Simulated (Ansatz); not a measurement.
# C2H6NNa: a rigid scan of the bond length C1–H6

How does the energy rise as the bond length C1–H6 leaves its equilibrium value, and do density functionals follow CCSD(T)? No other atom is relaxed.

The runs use Ansatz 0.2.0, Gaussian basis; single points in def2-TZVPP.

Levels: PBE-D4, r2SCAN-D4, PBE0-D4, B3LYP-D4, wB97M-V, Hartree-Fock, MP2, CCSD, CCSD(T). The scan takes 0.967, 1.005, 1.061, 1.127, 1.199, 1.277, 1.360, 1.448, 1.539 Å.

Cores are frozen in the correlated methods. The outer core shell of Li, Na, Mg and K is correlated. B3LYP uses VWN-RPA correlation.

19 further runs of the same task are left out: 19 set aside as unsound or not needed.

### 1 The system as given

The minimum, relaxed at PBE0-D4: 10 atoms, charge 0, spin multiplicity 1.

Atoms are counted from 1 here; the program's logs count them from 0.

Bond lengths: C1–N2 1.428 Å, C1–H5 1.113 Å, C1–H6 1.099 Å, C1–H7 1.113 Å, N2–C3 1.428 Å, N2–Na4 2.097 Å, C3–H8 1.099 Å, C3–H9 1.113 Å, C3–H10 1.113 Å. Angles: N2–C1–H5 113.4°, N2–C1–H6 111.7°, N2–C1–H7 113.5°, H5–C1–H6 106.3°, H5–C1–H7 105.0°, H6–C1–H7 106.3°, C1–N2–C3 109.1°, C1–N2–Na4 125.5°, C3–N2–Na4 125.5°, N2–C3–H8 111.7°, N2–C3–H9 113.4°, N2–C3–H10 113.5°, H8–C3–H9 106.3°, H8–C3–H10 106.3°, H9–C3–H10 105.0°.

Geometry (Å):

```xyz
10
C2H6NNa
C    -0.4470    1.0857   -0.0834
N    -0.3348   -0.3033   -0.3972
C     0.7184   -0.8741    0.3807
Na   -1.5228   -1.3377   -1.7812
H    -0.6721    1.2806    0.9886
H    -1.2480    1.5694   -0.6599
H     0.4807    1.6631   -0.2922
H     0.8426   -1.9461    0.1727
H     0.5565   -0.7854    1.4778
H     1.7096   -0.4033    0.1972
```

Energies of the minimum (eV), from earlier single points: PBE-D4 -8070.71998, r2SCAN-D4 -8075.56984, PBE0-D4 -8071.48872, B3LYP-D4 -8079.47926, wB97M-V -8076.21814, CCSD(T) -8064.04245.

At the minimum the bond length C1–H6 is 1.099 Å.

### 2 C1–H6 = 0.967 Å

ccsdt-tzvpp/in.yaml

```yaml
crystal:
  periodic: [false, false, false]
  atoms:
    - {symbol: C, position_ang: [-0.447014, 1.085677, -0.083395]}
    - {symbol: N, position_ang: [-0.334822, -0.303283, -0.397183]}
    - {symbol: C, position_ang: [0.718413, -0.874109, 0.380704]}
    - {symbol: Na, position_ang: [-1.522840, -1.337698, -1.781228]}
    - {symbol: H, position_ang: [-0.672059, 1.280569, 0.988583]}
    - {symbol: H, position_ang: [-1.151784, 1.511282, -0.590592]}
    - {symbol: H, position_ang: [0.480734, 1.663141, -0.292202]}
    - {symbol: H, position_ang: [0.842571, -1.946123, 0.172667]}
    - {symbol: H, position_ang: [0.556528, -0.785435, 1.477833]}
    - {symbol: H, position_ang: [1.709610, -0.403339, 0.197171]}
basis:
  gaussian: {orbitals: def2-TZVPP}
correlation: {method: ccsd_t}
```

The command line of these runs was not kept.

After this run come: C1–H6 = 1.005 Å; C1–H6 = 1.061 Å; C1–H6 = 1.127 Å; C1–H6 = 1.199 Å; C1–H6 = 1.277 Å; C1–H6 = 1.360 Å; C1–H6 = 1.448 Å; C1–H6 = 1.539 Å.

Q: Predict the outcome of this session. Wanted: highest point, CCSD(T); lowest point, CCSD(T); minimum along the scan, CCSD(T); RMS deviation from CCSD(T); largest T1 diagnostic.

**Answer**, as computed:

```
                       quantity                                                                                                                      value
         highest point, CCSD(T)                                                                                                        1.385 eV at 1.539 Å
          lowest point, CCSD(T)                                                                                                        0.000 eV at 1.099 Å
minimum along the scan, CCSD(T)                                                                                                                    1.098 Å
                curvature there                                                                                                                 31.4 eV/Å²
     RMS deviation from CCSD(T)  PBE-D4 0.056, r2SCAN-D4 0.009, PBE0-D4 0.007, B3LYP-D4 0.015, wB97M-V 0.020, Hartree-Fock 0.078, MP2 0.050, CCSD 0.018 eV
          largest T1 diagnostic                                                                                                                      0.014
```

What this shows: A polynomial through the near points puts the CCSD(T) minimum 0.001 Å below the PBE0-D4 value. It is steeper on the short side than on the long one. Curvature against CCSD(T): PBE-D4 -5 %, Hartree-Fock +7 %. Best along the scan: PBE0-D4. Worst: Hartree-Fock.
